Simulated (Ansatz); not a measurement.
**C3H4SSi: small, medium and large basis sets**

An exercise on one series of results from a longer session: the logs are not shown, and one member is left open.

Program: Ansatz 0.2.0, Gaussian basis. Level of theory: one geometry, several basis sets. These are calculated values, not measurements.

The runs, in order: PBE0-D4/def2-SVP; ωB97M-V/def2-SVP; PBE0-D4/def2-QZVPP; ωB97M-V/def2-QZVPP; the functionals' def2-TZVPP values are taken from earlier runs.

**Structure used throughout**

The geometry comes from an earlier relaxation with PBE0-D4 in a triple-zeta def2 set; it is a stationary point, not always the lowest conformer.

SMILES `C#CC1[SiH2]S1`, 9 atoms, charge 0, spin multiplicity 1.

Atoms are counted from 1 here; the program's logs count them from 0.

Bond lengths: C1–C2 1.202 Å, C1–H6 1.064 Å, C2–C3 1.425 Å, C3–Si4 1.858 Å, C3–S5 1.881 Å, C3–H7 1.087 Å, Si4–S5 2.082 Å, Si4–H8 1.479 Å, Si4–H9 1.477 Å. Angles: C2–C1–H6 179.6°, C1–C2–C3 179.1°, C2–C3–Si4 121.2°, C2–C3–S5 116.4°, C2–C3–H7 114.5°, Si4–C3–S5 67.7°, Si4–C3–H7 117.0°, S5–C3–H7 111.0°, C3–Si4–S5 56.7°, C3–Si4–H8 118.6°, C3–Si4–H9 118.0°, S5–Si4–H8 118.9°, S5–Si4–H9 119.1°, H8–Si4–H9 114.0°, C3–S5–Si4 55.7°.

The first run:

in.yaml reads:

```yaml
crystal:
  periodic: [false, false, false]
  atoms:
    - {symbol: C, position_ang: [-0.265725, 2.286705, 0.530067]}
    - {symbol: C, position_ang: [-0.012484, 1.247729, -0.019227]}
    - {symbol: C, position_ang: [0.268778, 0.007574, -0.663308]}
    - {symbol: Si, position_ang: [-0.125065, -1.614345, 0.154135]}
    - {symbol: S, position_ang: [1.814737, -0.898948, -0.093257]}
    - {symbol: H, position_ang: [-0.483929, 3.208583, 1.014331]}
    - {symbol: H, position_ang: [0.212687, 0.039381, -1.748825]}
    - {symbol: H, position_ang: [-0.584146, -2.739475, -0.689089]}
    - {symbol: H, position_ang: [-0.736253, -1.583504, 1.497874]}
basis:
  gaussian: {orbitals: def2-SVP}
hamiltonian: {xc: pbe0, dispersion: d4}
output: {orbitals: {seedname: orbitals}}
```

The run is started by

```
$ ansatz run in.yaml --threads 2 --pin off --events-out ev --progress --plain --max-ram 4352MiB
```

Among the steps run: PBE0-D4 in def2-SVP; ωB97M-V in def2-SVP; PBE0-D4 in def2-QZVPP; ωB97M-V in def2-QZVPP.

One of the session's tables, all rows but one given; the rest of the session is left out.

```
functional       basis  HOMO (eV)
   PBE0-D4    def2-SVP      -7.08
   PBE0-D4  def2-TZVPP      -7.14
   PBE0-D4  def2-QZVPP      -7.15
   ωB97M-V    def2-SVP          ?
   ωB97M-V  def2-TZVPP      -9.23
   ωB97M-V  def2-QZVPP      -9.25
```

Q: Estimate the row for ωB97M-V, def2-SVP from the others.

**Answer.** HOMO (eV): -9.16. In the column «HOMO (eV)» it lies between ωB97M-V, def2-TZVPP (-9.23) and PBE0-D4, def2-QZVPP (-7.15).
